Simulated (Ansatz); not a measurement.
# BH4ISi: rigid torsion scan, by script

Aim: a rigid torsion scan, for BH4ISi, run from a script. SMILES: [SiH3]BI.

Program: the Python package of Ansatz 0.2.0. Level of theory: r2SCAN/def2-SVP. These are calculated values, not measurements.

## 1. Starting point

Bond lengths: Si1–B2 1.873 Å, B2–I3 2.188 Å, Si1–H4 1.426 Å, Si1–H5 1.501 Å, Si1–H6 1.515 Å, B2–H7 1.193 Å. Angles: Si1–B2–I3 118.7°, Si1–B2–H7 121.4°, I3–B2–H7 119.9°, B2–Si1–H4 110.9°, B2–Si1–H5 111.8°, B2–Si1–H6 111.4°, H4–Si1–H5 106.6°, H4–Si1–H6 109.4°, H5–Si1–H6 106.5°.

The script holds or builds the structure itself.

## 2. The script

File torsion.py:

```python
"""Energy of BH4ISi as one group turns about a bond."""

import ansatz as az
from ase import Atoms

BASIS_SET = "def2-SVP"
FUNCTIONAL = "r2scan"
FORCE_TOL = 0.02

atoms = Atoms(["Si", "B", "I", "H", "H", "H", "H"], positions=[
    [-0.6521, 0.4344, -0.2032],
    [0.7923, -0.5141, 0.5189],
    [2.0161, -1.7431, -0.8151],
    [-1.5737, -0.4475, -0.8397],
    [-0.2071, 1.4169, -1.2466],
    [-1.3745, 1.235, 0.8609],
    [1.0604, -0.4496, 1.6791],
])

# start the scan from a relaxed geometry
first = (
    az.Crystal.molecule_from_ase(atoms).calculation()
    .basis(gaussian=BASIS_SET)
    .functional(FUNCTIONAL)
    .scf(lower_state_search="standard")
    .relax(force_tolerance=FORCE_TOL, max_steps=80)
)
atoms.positions = first.run().report["positions_ang"]

start = atoms.get_dihedral(3, 0, 1, 2)
energies = {}
for turn in range(0, 360, 30):
    turned = atoms.copy()
    turned.set_dihedral(3, 0, 1, 2, start + turn, indices=[1, 2, 6])
    setup = (
        az.Crystal.molecule_from_ase(turned).calculation()
        .basis(gaussian=BASIS_SET)
        .functional(FUNCTIONAL)
        .scf(lower_state_search="standard")
    )
    energies[round((start + turn) % 360)] = setup.run().report["free_energy_ev"]
floor = min(energies.values())
print("dihedral H3-Si0-B1-I2 (deg)   E - E(min) (kJ/mol)")
for angle, e in sorted(energies.items()):
    print(f"{angle:8d} {96.485332 * (e - floor):14.3f}  " + "#" * int(30 * (e - floor) / max(max(energies.values()) - floor, 1e-9)))
```

## 3. Launch

On the command line:

```console
python torsion.py
```

Q: Predict the main results. Wanted: range of energy; lowest point, turn.

The runs gave:

| quantity | value |
| --- | --- |
| runs compared | 12 |
| range of energy | 0.015 eV |
| lowest point, turn (°) | 0 |

In words: The lowest point lies at a turn of 0°, the highest 0.015 eV (1.5 kJ/mol) above it at 270°. The grid can miss the true lowest and highest points, and the rest of the molecule is held rigid. Run 0: After 4 moves the largest shift is 0.183 Å, of atom 7 (H). Reading the output:
- The scan is rigid and the energies are electronic, in a modest basis. With rigid groups the curve can differ much from the relaxed path, the start wasn't checked as a minimum of this torsion, and equivalent turns needn't return to the same energy.
- def2 sets replace the cores of elements past krypton by effective core potentials.
